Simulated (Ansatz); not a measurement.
# BCl3H4OSi: the cost of one run

Program: Ansatz 0.2.0. Level of theory: RKS LDA/def2-SVP. These are calculated values, not measurements.

## 1. The starting structure

Bond lengths: B1–Cl2 2.210 Å, B1–Cl3 1.860 Å, B1–Cl4 1.860 Å, B1–O5 1.710 Å, O5–Si6 1.680 Å, Si6–H7 1.460 Å, Si6–H8 1.460 Å, Si6–H9 1.460 Å, Cl2–H10 1.346 Å, O5–H10 1.148 Å. Angles (14 of 17 angles, heavy atoms first): Cl2–B1–Cl3 120.0°, Cl2–B1–Cl4 120.0°, Cl2–B1–O5 71.6°, Cl3–B1–Cl4 120.0°, Cl3–B1–O5 97.0°, Cl4–B1–O5 101.2°, B1–O5–Si6 125.0°, B1–Cl2–H10 63.4°, B1–O5–H10 87.0°, Si6–O5–H10 133.2°, O5–Si6–H7 109.5°, O5–Si6–H8 109.5°, O5–Si6–H9 109.5°, Cl2–H10–O5 137.9°.

Coordinates:

```xyz
10

B     0.0000    0.0000    0.0000
Cl    0.0000    0.0000    2.2100
Cl    1.6108    0.0000   -0.9300
Cl   -1.6108    0.0000   -0.9300
O     0.0715   -1.6212    0.5392
Si   -0.6985   -2.9178   -0.2012
H     0.2063   -4.0629   -0.2427
H    -1.8953   -3.2713    0.5566
H    -1.0766   -2.5477   -1.5620
H     0.0530   -1.2026    1.6085
```

## 2. Pulling towards end A

Springs on the bonds that form and break draw the guess towards this end; the thresholds are loose.

Contents of input.yaml:

```yaml
crystal:
  periodic: [false, false, false]
  atoms:
    - { symbol: B, position_ang: [0.0, 0.0, 0.0] }
    - { symbol: Cl, position_ang: [0.0, 0.0, 2.21] }
    - { symbol: Cl, position_ang: [1.6108, 0.0, -0.93] }
    - { symbol: Cl, position_ang: [-1.6108, 0.0, -0.93] }
    - { symbol: O, position_ang: [0.0715, -1.6212, 0.5392] }
    - { symbol: Si, position_ang: [-0.6985, -2.9178, -0.2012] }
    - { symbol: H, position_ang: [0.2063, -4.0629, -0.2427] }
    - { symbol: H, position_ang: [-1.8953, -3.2713, 0.5566] }
    - { symbol: H, position_ang: [-1.0766, -2.5477, -1.562] }
    - { symbol: H, position_ang: [0.053, -1.2026, 1.6085] }
basis:
  gaussian: { orbitals: def2-SVP }
hamiltonian:
  xc: lda
relax:
  f_tol: 0.15
  max_steps: 25
  restrain:
    - { distance: [0, 4], at: 2.61, k: 30.0 }
    - { distance: [9, 1], at: 2.57, k: 30.0 }
    - { distance: [0, 1], at: 1.86, k: 30.0 }
    - { distance: [9, 4], at: 1.01, k: 30.0 }
```

Launch:

```console
ansatz run input.yaml --threads 4 --pin off --max-ram 5120MiB --backend cpu --events-out ev --progress --plain --runs-dir out
```

Q: Estimate wall time and peak memory on 4 threads of Arm Neoverse V2, shared host.

About 8.2 s, with a peak of 0.18 GiB.
